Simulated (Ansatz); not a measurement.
**CH2BN (SMILES BC#N): BCCD(T)/def2-TZVP**

Aim: the electronic atomisation energy of CH2BN at BCCD(T)/def2-TZVP, from 5 runs. 

The calculation is run with Ansatz 0.2.0.

65 further runs of the same task are left out: 65 set aside as unsound or not needed. Runs told in other sessions of the task aren't counted.

## Step 1: The structure to begin with

The species is CH2BN (5 atoms), meant as a singlet with charge 0. As SMILES, `BC#N`. The shape is that of a PBE0-D4/def2-TZVP optimisation.

Bond lengths: B1–C2 1.522 Å, C2–N3 1.154 Å, B1–H4 1.189 Å, B1–H5 1.189 Å. Angles: B1–C2–N3 180.0°, C2–B1–H4 118.9°, C2–B1–H5 118.9°, H4–B1–H5 122.2°.

## Step 2: A single-point energy at BCCD(T)/def2-TZVP

Input file job.yaml:

```yaml
basis:
  gaussian:
    orbitals: def2-TZVP
crystal:
  periodic: [false, false, false]
  atoms:
    - {symbol: B, position_ang: [-0.219200, 0.441300, -0.341900]}
    - {symbol: C, position_ang: [0.352700, -0.696700, 0.490700]}
    - {symbol: N, position_ang: [0.786500, -1.559600, 1.122200]}
    - {symbol: H, position_ang: [-0.744300, 0.187400, -1.377600]}
    - {symbol: H, position_ang: [-0.125900, 1.554000, 0.065300]}
total_charge: 0
correlation:
  method: bccd_t
  frozen_orbitals: {B: 1, C: 1, H: 0, "N": 1}
accuracy: high
scf:
  omitted_lower_state_checks: [cluster_reference, increment]
```

Command:

```bash
$ ansatz run job.yaml --threads 1 --pin off --max-ram 3480MiB --events-out events.jsonl --progress --plain --runs-dir runs
```

Log (excerpt; [...] marks lines left out):

```text
Warning: RAYON_NUM_THREADS=1 ignored (pool sized by the plan → 1); use --threads N
Functional definition: HF
  name "HF"
[...]
1710 factors; integrals over basis functions are off by at most 3.6e-9 eV
[...]
mean field -3216.03359111 eV, -118.1870545673 hartree, gradient 2.8e-8 eV, S^2 0.000000; 0 other end points of the search recorded, 0 dependent functions left out
3 core orbitals not correlated: weight in the atoms' cores, before any rotation towards them, 1.000 or more for the frozen orbitals, at most 0.000 for the correlated occupied ones
reference -3216.03359111 eV, -118.1870545673 hartree; 7, 7 occupied and 95, 95 virtual orbitals, 1710 factors
second order -11.60223327 eV of doubles, -0.00000000 eV of singles
cycle   1  -11.54820854 eV  change    5.4e-2 eV  update   9.4e-2
[...]
cycle  23  -12.02491494 eV  change  -5.1e-10 eV  update  8.5e-10
perturbative correction -0.61611377 eV, -0.0226417635 hartree
Total energy: -3228.67461981 eV, -118.6516038039 hartree
Checks for a lower state left out: cluster_reference, increment
```

It took 24 s on 1 thread of Arm Neoverse V2, shared host; peak memory 1 GiB.

## Step 3: The B atom at the same level

Input file input.yaml:

```yaml
crystal:
  periodic: [false, false, false]
  atoms:
    - {symbol: B, position_ang: [0.000000, 0.000000, 0.000000]}
basis:
  gaussian:
    orbitals: def2-TZVP
total_charge: 0
magnetization:
  spin_polarized: true
  initial_magnetization: 1
correlation:
  method: bccd_t
  frozen_orbitals: {B: 1}
accuracy: high
scf:
  omitted_lower_state_checks: [cluster_reference, increment]
```

Command:

```bash
$ ansatz run input.yaml --threads 1 --pin off --max-ram 3480MiB --events-out events.jsonl --progress --plain --runs-dir runs
```

Log (excerpt; [...] marks lines left out):

```text
Warning: RAYON_NUM_THREADS=1 ignored (pool sized by the plan → 1); use --threads N
[... 2 set-up lines as earlier in the session ...]
[...]
312 factors; integrals over basis functions are off by at most 3.0e-9 eV
[...]
mean field -667.55878241 eV, -24.5323327659 hartree, gradient 1.5e-8 eV, S^2 0.760708; 5 other end points of the search recorded, 0 dependent functions left out
1 core orbitals not correlated: weight in the atoms' cores, before any rotation towards them, 1.000 or more for the frozen orbitals, at most 0.000 for the correlated occupied ones
reference -667.55878241 eV, -24.5323327659 hartree; 2, 1 occupied and 28, 29 virtual orbitals, 312 factors
second order -1.18376895 eV of doubles, -0.00000000 eV of singles
cycle   1  -1.50810725 eV  change   -3.2e-1 eV  update   6.0e-2
[...]
cycle  19  -1.74687592 eV  change  -2.9e-11 eV  update  1.5e-10
perturbative correction -0.03726760 eV, -0.0013695589 hartree
Total energy: -669.34292592 eV, -24.5978988306 hartree
Checks for a lower state left out: cluster_reference, increment
```

It took 0.4 s on 1 thread of Arm Neoverse V2, shared host.

## Step 4: The C atom at the same level

Input file job.yaml:

```yaml
crystal:
  periodic: [false, false, false]
  atoms:
    - symbol: C
      position_ang: [0.000000, 0.000000, 0.000000]
basis:
  gaussian:
    orbitals: def2-TZVP
magnetization:
  spin_polarized: true
  initial_magnetization: 2
correlation:
  method: bccd_t
  frozen_orbitals: {C: 1}
accuracy: high
scf:
  omitted_lower_state_checks: [cluster_reference, increment]
```

Run the same way, it converges to -37.78103 Eh (log not shown).

## Step 5: The H atom: a single-point energy at UHF/def2-TZVP

Input file input.yaml:

```yaml
basis:
  gaussian:
    orbitals: def2-TZVP
crystal:
  periodic: [false, false, false]
  atoms:
    - {symbol: H, position_ang: [0.000000, 0.000000, 0.000000]}
magnetization:
  spin_polarized: true
  initial_magnetization: 1
hamiltonian:
  xc: hf
accuracy: high
```

Command:

```bash
$ ansatz run input.yaml --threads 1 --pin off --max-ram 3480MiB --events-out events.jsonl --progress --plain --runs-dir runs
```

Log:

```text
Warning: RAYON_NUM_THREADS=1 ignored (pool sized by the plan → 1); use --threads N
[... 2 set-up lines as earlier in the session ...]
  exchange = exact_x
  correlation = 0
21 factors; integrals over basis functions are off by at most 4.9e-8 eV
mean field evaluation 1: about -13.5531 eV, gradient 1.7e0 eV
mean field evaluation 2: about -13.5531 eV, gradient 1.7e0 eV
mean field evaluation 4: about -13.6007 eV, gradient 2.9e-3 eV
mean field evaluation 8: about -13.6005 eV, gradient 1.7e-11 eV
mean field -13.60051839 eV, -0.4998098322 hartree, gradient 6.6e-10 eV, S^2 0.750000; 0 other end points of the search recorded, 0 dependent functions left out
reference -13.60051839 eV, -0.4998098322 hartree; 1, 0 occupied and 5, 6 virtual orbitals, 21 factors
Total energy: -13.60051839 eV, -0.4998098322 hartree
```

Run time: 0.04 s. Hardware: 1 thread of Arm Neoverse V2, shared host.

## Step 6: The N atom at the same level

Input file run.yaml:

```yaml
crystal:
  periodic: [false, false, false]
  atoms:
    - {symbol: N, position_ang: [0.000000, 0.000000, 0.000000]}
basis:
  gaussian: {orbitals: def2-TZVP}
magnetization: {spin_polarized: true, initial_magnetization: 3}
accuracy: high
correlation: {method: bccd_t, frozen_orbitals: {"N": 1}}
scf: {omitted_lower_state_checks: [cluster_reference, increment]}
```

Run the same way, it converges to -54.51594 Eh (log not shown).

## Step 7: Outcome

At BCCD(T)/def2-TZVP, 3 core orbitals frozen:

```
                                             quantity          value
                               molecule: total energy  -118.65160 Eh
molecule: correlation energy (3 core orbitals frozen)     -464.5 mEh
                             molecule: (T) correction     -22.64 mEh
                                 B atom: total energy   -24.59790 Eh
   B atom: correlation energy (1 core orbital frozen)      -65.6 mEh
                               B atom: (T) correction      -1.37 mEh
            B atom: ⟨S²⟩ of the reference determinant          0.761
                                 C atom: total energy   -37.78103 Eh
   C atom: correlation energy (1 core orbital frozen)      -88.5 mEh
                               C atom: (T) correction      -2.07 mEh
            C atom: ⟨S²⟩ of the reference determinant          2.010
                                 H atom: total energy    -0.49981 Eh
                                         H atom: ⟨S²⟩          0.750
                                 N atom: total energy   -54.51594 Eh
   N atom: correlation energy (1 core orbital frozen)     -113.2 mEh
                               N atom: (T) correction      -2.29 mEh
            N atom: ⟨S²⟩ of the reference determinant          3.758
                        electronic atomisation energy      20.602 eV
```

What this shows: Taking the molecule apart into free atoms costs 20.60 eV (1988 kJ/mol), before zero-point energy and without spin-orbit coupling. The triples (molecule) make up 4.9 % of the correlation energy. The triples (B atom) make up 2.1 % of the correlation energy. The triples (C atom) make up 2.3 % of the correlation energy. The triples (N atom) make up 2.0 % of the correlation energy.
